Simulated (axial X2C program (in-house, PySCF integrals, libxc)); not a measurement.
# GeN⁺: bond curves with and without spin–orbit coupling

What are the state, bond length, wavenumber and bond energy of GeN⁺, and what does spin–orbit coupling change?

The runs use an in-house X2C program for linear molecules on PySCF integrals; all-electron X2C, Ge dyall-cv3z, N dyall-av3z.

All values are calculated.

### 1 Set-up

The input, task.json:

```json
{"zs": [32, 7], "q": 1, "bas": ["dyall-cv3z", "dyall-av3z"], "levels": ["PBE0", "HF", "BP86"], "cc": true, "r0": 1.71, "thr": -1.0, "nmax": 90, "npts": 10, "nst": 2, "ntry": 6}
```

Keys: zs atomic numbers; q charge; bas basis sets; levels methods (HF also brings MP2); cc coupled cluster on or off; r0 starting distance in Å; thr threshold in hartree for freezing inner shells (an s shell follows its p shell); nmax most natural virtual spinors; npts points asked for on the curve; nst determinants followed; ntry starts of the search.

The run is started by

```sh
$ python so2c.py task.json out
```

Spin-free means the one-electron spin-free X2C Hamiltonian; two-component (2c) means X2C with spin–orbit coupling and atomic mean-field two-electron Coulomb and Gaunt terms. Basis: Ge dyall-cv3z contracted to [9s9p7d4f1g], N dyall-av3z contracted to [7s7p3d2f]; Gaussian nuclei, density fitting. Masses: Ge 73.921 u, N 14.003 u.

Notation: σ, π±, δ± give the projection m of an orbital's angular momentum (0, ±1, ±2), α and β its spin, Λ and M_S the sums; ω is the projection of a spinor's total angular momentum and Ω the sum. Logs are in hartree.

The results follow Hamiltonian by Hamiltonian and level by level.

### 2 Search for the lowest determinant

PBE0 moves the distance from 1.710 Å to 1.905 Å and compares determinants there.

Spin-free determinants:

| ΔE (eV) | state | open shells |
| --- | --- | --- |
| 0.00 | M_S = 1, Λ = 0 | beyond closed shells: π+α, π-α |
| 0.62 | M_S = 1, Λ = 1 | beyond closed shells: σα, π+α, π+β, π-α |
| 1.12 | M_S = 0, Λ = 1 | beyond closed shells: σβ, π+α, π+β, π-α |
| 1.44 | M_S = 0, Λ = 0 | beyond closed shells: π+β, π-α |
| 1.44 | M_S = 0, Λ = 2 | beyond closed shells: π+α, π+β |
| 2.46 | M_S = 2, Λ = 1 | beyond closed shells: σα, 2 × π+α, π-α |
| 3.52 | M_S = 1, Λ = 1 | beyond closed shells: σβ, 2 × π+α, π-α |

Two-component determinants:

```tsv
ΔE (eV)	state	open shells
0.00	Ω = 1	excess of +ω over −ω: ω = -1/2, ω = 3/2
0.59	Ω = 2	excess of +ω over −ω: ω = 1/2, ω = 3/2
1.14	Ω = 1	excess of +ω over −ω: 2 × ω = 1/2
1.41	Ω = 0	closed shell
1.44	Ω = 0	closed shell
2.54	Ω = 3	excess of +ω over −ω: 2 × ω = 3/2
3.45	Ω = 0	excess of +ω over −ω: 3 × ω = 1/2, ω = -3/2
```

### 3 PBE0, spin-free

State followed: M_S = 1, Λ = 0 (beyond closed shells: π+α, π-α). The scan is laid around 1.905 Å, a first estimate of the minimum, and this SCF restarts from the orbitals of the search.

The SCF at the reference distance of 1.905 Å:

```text
spin-free X2C-1e  PBE0
basis functions 165  fitting functions 905  grid points 5077
iter        total energy     max residual
   1      -2152.895532369     8.70e-05
   2      -2152.895532473     4.53e-05
   3      -2152.895532507     1.84e-05
   4      -2152.895532508     2.45e-05
   5      -2152.895532511     4.20e-06
converged
one-electron -3108.75510923  Coulomb 980.09612359  exact exchange -21.20637370  xc functional -65.25363525  nuclear repulsion 62.22346207
```

Along the bond, energies from the lowest point:

| R (Å) | E (eV) | μ (D) | HOMO (eV) | LUMO (eV) | iterations |
| --- | --- | --- | --- | --- | --- |
| 1.657 | 0.7931 | -0.80 | -15.12 | -12.33 | 26 |
| 1.734 | 0.3241 | -1.03 | -14.97 | -11.94 | 23 |
| 1.791 | 0.1256 | -1.20 | -14.85 | -11.68 | 21 |
| 1.848 | 0.0252 | -1.36 | -14.71 | -11.45 | 22 |
| 1.905 | 0.0000 | -1.52 | -14.57 | -11.24 | 5 |
| 1.972 | 0.0422 | -1.69 | -14.39 | -11.04 | 23 |
| 2.038 | 0.1404 | -1.85 | -14.21 | -10.88 | 20 |
| 2.124 | 0.3218 | -2.03 | -13.96 | -10.73 | 22 |
| 2.229 | 0.5917 | -2.20 | -13.66 | -10.61 | 24 |
| 2.381 | 1.0076 | -2.30 | -13.23 | -10.52 | 25 |

Dipoles are positive if N is the positive end and refer to the centre of mass.

Outer orbitals at the reference distance:

```csv
symmetry,occupied,ε (eV),atomic character
σα,yes,-29.91,"72% N s, 9% Ge p, 8% Ge s"
σβ,yes,-26.67,"63% N s, 15% Ge s, 8% Ge p"
σα,yes,-20.72,"54% Ge s, 26% N p, 11% N s"
σβ,yes,-19.92,"51% Ge s, 19% N p, 17% N s"
π+α,yes,-16.72,"85% N p, 9% Ge p, 3% Ge d"
π-α,yes,-16.72,"85% N p, 9% Ge p, 3% Ge d"
σα,yes,-15.33,"55% N p, 27% Ge p, 12% Ge s"
σβ,yes,-14.57,"57% N p, 28% Ge p, 8% Ge s"
π+β,no,-11.24,"52% Ge p, 42% N p, 4% N d"
π-β,no,-11.24,"52% Ge p, 42% N p, 4% N d"
π+α,no,-9.76,"75% Ge p, 12% N p, 8% N d"
π-α,no,-9.76,"75% Ge p, 12% N p, 8% N d"
```

PBE0 fields in the half plane through the axis: z from -2.4 to 4.2 Å across, distance from the axis 0.15 to 2.25 Å upwards; Ge lies at z = 0 and N at z = 1.905 Å; the ELF is damped to zero where the density is low.

log10 density (e/bohr³). Ten even steps from '0' (-5.60 ) to '9' (1.38 ):
```
01122222222222222211000
11223333333333333222110
12233444444444443332210
22334455554444444433221
23344555555555555543321
23445566666666666554322
33455667876667776654332
33455679997677877654432
```

ELF. Ten even steps from '0' (0.00 ) to '9' (0.98 ):
```
00000000000000000000000
00001232100000000000000
00036775310011111100000
00489986421122344321000
03899975322345677653100
06999842112467889875200
18999624641488789987400
28999527272497319997510
```

Re = 1.899 Å, ωe = 645 cm⁻¹, ωexe = 3.42 cm⁻¹, Be = 0.3971 cm⁻¹, De = 2.21 eV, μ = -1.50 D.

### 4 HF, spin-free

The SCF at the reference distance of 1.905 Å:

```text
spin-free X2C-1e  HF
basis functions 165  fitting functions 905  grid points 5077
iter        total energy     max residual
   1      -2151.261018351     2.87e-01
   2      -2151.288003576     1.02e-02
   3      -2151.289575196     1.52e-02
   4      -2151.289978341     6.56e-03
   5      -2151.290104755     1.59e-03
   6      -2151.290160843     2.11e-03
   7      -2151.290171457     5.86e-04
   8      -2151.290177323     3.96e-04
   9      -2151.290178673     3.22e-04
  10      -2151.290178973     7.04e-05
  11      -2151.290178994     1.05e-05
  12      -2151.290178996     5.34e-06
  13      -2151.290178996     1.54e-06
converged
one-electron -3108.84753681  Coulomb 980.31112850  exact exchange -84.97723276  xc functional 0.00000000  nuclear repulsion 62.22346207
```

No constants are quoted: the solution changes its character somewhere along the scan, so the fit is set aside.

### 5 BP86, spin-free

The SCF at the reference distance of 1.905 Å:

```text
spin-free X2C-1e  BP86
basis functions 165  fitting functions 905  grid points 5077
iter        total energy     max residual
   1      -2153.531016970     1.13e-01
   2      -2153.534141324     1.49e-02
   3      -2153.535434482     1.34e-02
   4      -2153.535643846     6.56e-03
   5      -2153.535782306     4.55e-03
   6      -2153.535820026     1.57e-03
   7      -2153.535823896     1.53e-04
   8      -2153.535824056     1.20e-04
   9      -2153.535824092     1.17e-05
  10      -2153.535824093     1.76e-06
converged
one-electron -3108.61997839  Coulomb 979.92829676  exact exchange 0.00000000  xc functional -87.06760454  nuclear repulsion 62.22346207
```

Re = 1.932 Å, ωe = 603 cm⁻¹, ωexe = 3.08 cm⁻¹, Be = 0.3836 cm⁻¹, De = 2.62 eV, μ = -1.31 D.

### 6 MP2 and beyond, spin-free

Correlated methods: 8 electrons correlated (frozen shells, counted by type: Ge 3 s, 2 p, 1 d; N 1 s), 236 virtual spinors in MP2, 90 natural virtuals in coupled cluster.

Output of the correlated part at 1.905 Å:

```text
correlated 8  virtual 236  natural virtual 90  E(MP2) -0.189810337  MP2 remainder -0.004253286
iter   CCSD correlation   residual
   1     -0.204223837   1.14e-01
   2     -0.212865246   5.05e-02
   3     -0.214428475   1.97e-02
   4     -0.214594193   8.66e-03
   5     -0.214759470   3.81e-03
   6     -0.214774355   1.39e-03
   7     -0.214777615   4.09e-04
   8     -0.214782168   1.47e-04
   9     -0.214780290   6.67e-05
  10     -0.214780195   3.04e-05
  11     -0.214779694   1.16e-05
  12     -0.214779709   4.92e-06
(T) -0.008013575  T1 0.0357  D1 0.0612  max T2 0.083
```

T1 in the output is the amplitude norm over the root of the electron number; divide by √2 for the Lee–Taylor value.

MP2: No constants are quoted: the reference changes its character somewhere along the scan, so the fit is set aside.

CCSD: No constants are quoted: the reference changes its character somewhere along the scan, so the fit is set aside.

CCSD(T): No constants are quoted: the reference changes its character somewhere along the scan, so the fit is set aside.

### 7 A higher determinant, spin-free

State: M_S = 1, Λ = 1 (beyond closed shells: σα, π+α, π+β, π-α).

Output at the reference distance:

```text
spin-free X2C-1e  PBE0
basis functions 165  fitting functions 905  grid points 5077
iter        total energy     max residual
   1      -2152.872728341     2.21e-05
   2      -2152.872728347     1.21e-05
converged
one-electron -3108.44737793  Coulomb 979.76184719  exact exchange -21.19176467  xc functional -65.21889501  nuclear repulsion 62.22346207
```

```
R (Å)  E above the lowest PBE0 point (eV)
1.657                               0.686
1.734                               0.498
1.791                               0.476
1.848                               0.524
1.905                               0.621
1.972                               0.769
2.038                               0.932
2.124                               1.137
2.229                               1.353
```

Re = 1.777 Å, ωe = 733 cm⁻¹, Be = 0.4533 cm⁻¹, μ = -1.48 D. Te = 0.47 eV.

### 8 The spin-free curves together

Energy (eV) of the followed determinant, spin-free, from each level's lowest point:

```csv
R (Å),PBE0,HF (jumps),MP2 (its reference jumps),CCSD (its reference jumps),CCSD(T) (its reference jumps),BP86
1.657,0.793,0.693,0.799,n/a,n/a,0.936
1.734,0.324,0.252,0.319,0.348,0.371,0.423
1.791,0.126,0.078,0.118,0.140,0.156,0.191
1.848,0.025,0.002,0.019,0.032,0.040,0.058
1.905,0.000,0.000,0.000,0.000,0.000,0.000
1.972,0.042,0.063,0.057,0.033,0.024,0.006
2.038,0.140,0.168,0.191,0.119,0.104,0.070
2.124,0.322,0.315,0.485,0.285,0.264,0.212
2.229,0.592,0.434,0.901,n/a,n/a,0.444
2.381,1.008,0.475,1.280,n/a,n/a,0.834
```

### 9 PBE0, 2c

State followed: Ω = 1 (excess of +ω over −ω: ω = -1/2, ω = 3/2). The scan is laid around 1.905 Å, a first estimate of the minimum, and this SCF restarts from the orbitals of the search.

The SCF at the reference distance of 1.905 Å:

```text
two-component X2C + atomic mean field  PBE0
basis functions 165  fitting functions 905  grid points 5077
iter        total energy     max residual
   1      -2152.221680289     5.30e-05
   2      -2152.221680344     3.37e-05
   3      -2152.221680381     5.23e-05
   4      -2152.221680389     8.67e-06
converged
one-electron -3107.02584104  Coulomb 979.73392767  exact exchange -21.19882984  xc functional -65.23043171  nuclear repulsion 62.22346207  atomic mean-field constant -0.72396754
```

Along the bond, energies from the lowest point:

```
R (Å)  E (eV)  μ (D)  HOMO (eV)  LUMO (eV)  iterations
1.657  0.7941  -0.80     -15.12     -12.37          32
1.734  0.3252  -1.03     -14.97     -11.98          25
1.791  0.1264  -1.20     -14.85     -11.72          25
1.848  0.0256  -1.36     -14.71     -11.49          23
1.905  0.0000  -1.52     -14.57     -11.28           4
1.972  0.0417  -1.69     -14.39     -11.09          25
2.038  0.1393  -1.85     -14.21     -10.93          20
2.124  0.3200  -2.03     -13.96     -10.78          22
2.229  0.5888  -2.20     -13.66     -10.66          24
2.381  1.0021  -2.28     -13.23     -10.57          25
```

Dipoles are positive if N is the positive end and refer to the centre of mass.

Outer spinors at the reference distance:

| ω | occupied | ε (eV) | atomic character | λ mixture |
| --- | --- | --- | --- | --- |
| 1/2 | yes | -29.91 | 72% N s, 9% Ge p, 8% Ge s | 100% σ |
| -1/2 | yes | -26.67 | 63% N s, 15% Ge s, 8% Ge p | 100% σ |
| 1/2 | yes | -20.72 | 54% Ge s, 26% N p, 11% N s | 100% σ |
| -1/2 | yes | -19.91 | 51% Ge s, 19% N p, 17% N s | 100% σ |
| -1/2 | yes | -16.73 | 85% N p, 10% Ge p, 3% Ge d | 100% π |
| 3/2 | yes | -16.71 | 85% N p, 9% Ge p, 3% Ge d | 100% π |
| 1/2 | yes | -15.33 | 55% N p, 27% Ge p, 12% Ge s | 100% σ |
| -1/2 | yes | -14.57 | 57% N p, 28% Ge p, 8% Ge s | 100% σ |
| 1/2 | no | -11.28 | 53% Ge p, 41% N p, 4% N d | 100% π |
| -3/2 | no | -11.19 | 51% Ge p, 43% N p, 4% N d | 100% π |
| -1/2 | no | -9.82 | 75% Ge p, 12% N p, 8% N d | 100% π |
| 3/2 | no | -9.69 | 75% Ge p, 11% N p, 8% N d | 100% π |

PBE0 fields in the half plane through the axis: z from -2.4 to 4.2 Å across, distance from the axis 0.15 to 2.25 Å upwards; Ge lies at z = 0 and N at z = 1.905 Å; the ELF is damped to zero where the density is low.

log10 density (e/bohr³). Ten even steps from ' ' (-5.60 ) to '@' (1.38 ):
```
  ....::::::::::::::::::::::::::::::....      
....::::--------------------------::::::....  
..::::----======================------::::..  
::::----====++++++++================----::::..
::----====++++++++++++++++++++++++++==----::..
::--====++++**********************++++==--::::
----==++++****##%%##******######****++==----::
----==++++**##@@@@@@##**####%%####**++====--::
```

ELF. Ten even steps from '0' (0.00 ) to '9' (0.98 ):
```
00000000000000000000000
00001232100000000000000
00036775310011111100000
00489986421122344321000
03899975322345677653100
06999842112467889875200
18999624641488789987400
28999527272497319997510
```

Re = 1.899 Å, ωe = 644 cm⁻¹, ωexe = 3.43 cm⁻¹, Be = 0.3969 cm⁻¹, De = 2.18 eV, μ = -1.50 D.

### 10 HF, 2c

The SCF at the reference distance of 1.905 Å:

```text
two-component X2C + atomic mean field  HF
basis functions 165  fitting functions 905  grid points 5077
iter        total energy     max residual
   1      -2150.587738203     2.87e-01
   2      -2150.614702591     1.02e-02
   3      -2150.616272549     1.52e-02
   4      -2150.616674878     6.56e-03
   5      -2150.616801811     1.59e-03
   6      -2150.616859157     2.14e-03
   7      -2150.616870514     6.15e-04
   8      -2150.616877316     4.33e-04
   9      -2150.616879193     3.86e-04
  10      -2150.616879907     1.04e-04
  11      -2150.616880216     8.95e-05
  12      -2150.616880608     1.95e-04
  13      -2150.616880970     1.94e-04
  14      -2150.616881170     8.49e-05
  15      -2150.616881219     1.50e-05
  16      -2150.616881228     1.34e-05
  17      -2150.616881233     1.29e-05
  18      -2150.616881237     6.81e-06
  19      -2150.616881240     4.45e-06
  20      -2150.616881241     3.82e-06
  21      -2150.616881241     1.76e-06
converged
one-electron -3107.11805710  Coulomb 979.94864612  exact exchange -84.94696479  xc functional 0.00000000  nuclear repulsion 62.22346207  atomic mean-field constant -0.72396754
```

No constants are quoted: the solution changes its character somewhere along the scan, so the fit is set aside.

### 11 BP86, 2c

Output at 1.905 Å:

```text
two-component X2C + atomic mean field  BP86
basis functions 165  fitting functions 905  grid points 5077
iter        total energy     max residual
   1      -2152.856787636     1.13e-01
   2      -2152.859913225     1.49e-02
   3      -2152.861202654     1.34e-02
   4      -2152.861411065     6.55e-03
   5      -2152.861549324     4.54e-03
   6      -2152.861586881     1.57e-03
   7      -2152.861590743     1.46e-04
   8      -2152.861590903     1.20e-04
   9      -2152.861590939     1.18e-05
  10      -2152.861590940     1.98e-06
converged
one-electron -3106.89074466  Coulomb 979.56614944  exact exchange 0.00000000  xc functional -87.03649024  nuclear repulsion 62.22346207  atomic mean-field constant -0.72396754
```

Re = 1.932 Å, ωe = 602 cm⁻¹, ωexe = 3.08 cm⁻¹, Be = 0.3835 cm⁻¹, De = 2.60 eV, μ = -1.30 D.

### 12 Correlated methods, 2c

Correlated methods: 8 electrons correlated (frozen shells, counted by type: Ge 3 s, 2 p, 1 d; N 1 s), 236 virtual spinors in MP2, 90 natural virtuals in coupled cluster.

Output of the correlated part at 1.905 Å:

```text
correlated 8  virtual 236  natural virtual 90  E(MP2) -0.189748226  MP2 remainder -0.004253289
iter   CCSD correlation   residual
   1     -0.204161279   1.14e-01
   2     -0.212802165   5.05e-02
   3     -0.214365131   1.97e-02
   4     -0.214534233   8.75e-03
   5     -0.214702640   3.91e-03
   6     -0.214718599   1.49e-03
   7     -0.214722288   5.54e-04
   8     -0.214727851   3.10e-04
   9     -0.214724653   2.09e-04
  10     -0.214725536   1.29e-04
  11     -0.214724227   6.59e-05
  12     -0.214724773   3.92e-05
  13     -0.214724857   2.43e-05
  14     -0.214724944   1.51e-05
  15     -0.214724990   8.38e-06
  16     -0.214724945   4.16e-06
  17     -0.214724926   1.92e-06
(T) -0.008011317  T1 0.0359  D1 0.0626  max T2 0.083
```

MP2: No constants are quoted: the reference changes its character somewhere along the scan, so the fit is set aside.

CCSD: No constants are quoted: the reference changes its character somewhere along the scan, so the fit is set aside.

CCSD(T): No constants are quoted: the reference changes its character somewhere along the scan, so the fit is set aside.

### 13 A higher determinant, 2c

State: Ω = 2 (excess of +ω over −ω: ω = 1/2, ω = 3/2).

Output at the reference distance:

```text
two-component X2C + atomic mean field  PBE0
basis functions 165  fitting functions 905  grid points 5077
iter        total energy     max residual
   1      -2152.200027210     3.37e-05
   2      -2152.200027217     2.70e-05
   3      -2152.200027223     2.46e-05
   4      -2152.200027227     1.18e-05
converged
one-electron -3106.74393284  Coulomb 979.42559783  exact exchange -21.18465341  xc functional -65.19653334  nuclear repulsion 62.22346207  atomic mean-field constant -0.72396754
```

```csv
R (Å),E above the lowest PBE0 point (eV)
1.657,0.661
1.734,0.473
1.791,0.449
1.848,0.495
1.905,0.589
1.972,0.733
2.038,0.891
2.124,1.089
2.229,1.297
```

Re = 1.778 Å, ωe = 727 cm⁻¹, Be = 0.4528 cm⁻¹, μ = -1.45 D. Te = 0.45 eV.

### 14 The 2c curves together

Energy (eV) of the followed determinant, 2c, from each level's lowest point:

```csv
R (Å),PBE0,HF (jumps),MP2 (its reference jumps),CCSD (its reference jumps),CCSD(T) (its reference jumps),BP86
1.657,0.794,0.695,0.800,n/a,n/a,0.936
1.734,0.325,0.254,0.320,0.349,0.372,0.424
1.791,0.126,0.079,0.118,0.141,0.157,0.192
1.848,0.026,0.003,0.019,0.033,0.040,0.058
1.905,0.000,0.000,0.000,0.000,0.000,0.000
1.972,0.042,0.062,0.058,0.032,0.024,0.005
2.038,0.139,0.165,0.197,0.119,0.104,0.069
2.124,0.320,0.301,0.548,0.293,0.272,0.211
2.229,0.589,0.329,1.188,n/a,n/a,0.441
2.381,1.002,0.236,1.340,n/a,n/a,0.830
```

The whole job took 2 min on 1 thread of Arm Neoverse V1, shared host; peak memory 0.53 GiB.

### 15 What came out

Lowest determinant that the search found at its distance, spin-free: M_S = 1, Λ = 0 (beyond closed shells: π+α, π-α).

Lowest determinant that the search found at its distance, 2c: Ω = 1 (excess of +ω over −ω: ω = -1/2, ω = 3/2).

```json
{"Hamiltonian": "spin-free", "level": "PBE0", "Re (Å)": "1.899", "ωe (cm⁻¹)": "645", "De (eV)": "2.21", "μ (D)": "-1.50"}
{"Hamiltonian": "spin-free", "level": "BP86", "Re (Å)": "1.932", "ωe (cm⁻¹)": "603", "De (eV)": "2.62", "μ (D)": "-1.31"}
{"Hamiltonian": "2c", "level": "PBE0", "Re (Å)": "1.899", "ωe (cm⁻¹)": "644", "De (eV)": "2.18", "μ (D)": "-1.50"}
{"Hamiltonian": "2c", "level": "BP86", "Re (Å)": "1.932", "ωe (cm⁻¹)": "602", "De (eV)": "2.60", "μ (D)": "-1.30"}
```

Dipoles are positive if N is the positive end and refer to the centre of mass. No constants: spin-free HF (the solution changes its character somewhere along the scan, so the fit is set aside); spin-free MP2 (the reference changes its character somewhere along the scan, so the fit is set aside); spin-free CCSD (the reference changes its character somewhere along the scan, so the fit is set aside); spin-free CCSD(T) (the reference changes its character somewhere along the scan, so the fit is set aside); 2c HF (the solution changes its character somewhere along the scan, so the fit is set aside); 2c MP2 (the reference changes its character somewhere along the scan, so the fit is set aside); 2c CCSD (the reference changes its character somewhere along the scan, so the fit is set aside); 2c CCSD(T) (the reference changes its character somewhere along the scan, so the fit is set aside).

Time per point (s) on 1 thread of Arm Neoverse V1, shared host (2c runs); the times are rough: PBE0 0.9, BP86 0.51.

At PBE0, going from spin-free to two-component changes Re by 0 mÅ, ωe by -0.1 %, which is small (part of it comes from the scalar share of the two-electron terms). De moves by -0.03 eV; both De rest on single-determinant atoms, which can miss part of an open shell's spin–orbit lowering.

De refers to Ge+ + N, each in the lowest determinant found, which need not be this curve's own limit. The state is a single determinant with fixed occupations, the lowest that a limited PBE0 search found. Dissociation energies refer to the lowest single-determinant-based atoms at the same level and basis. Density functionals use the spin component along the axis (collinear). With several unpaired electrons one determinant need not be a pure state. At some level an empty orbital lies below a filled one.
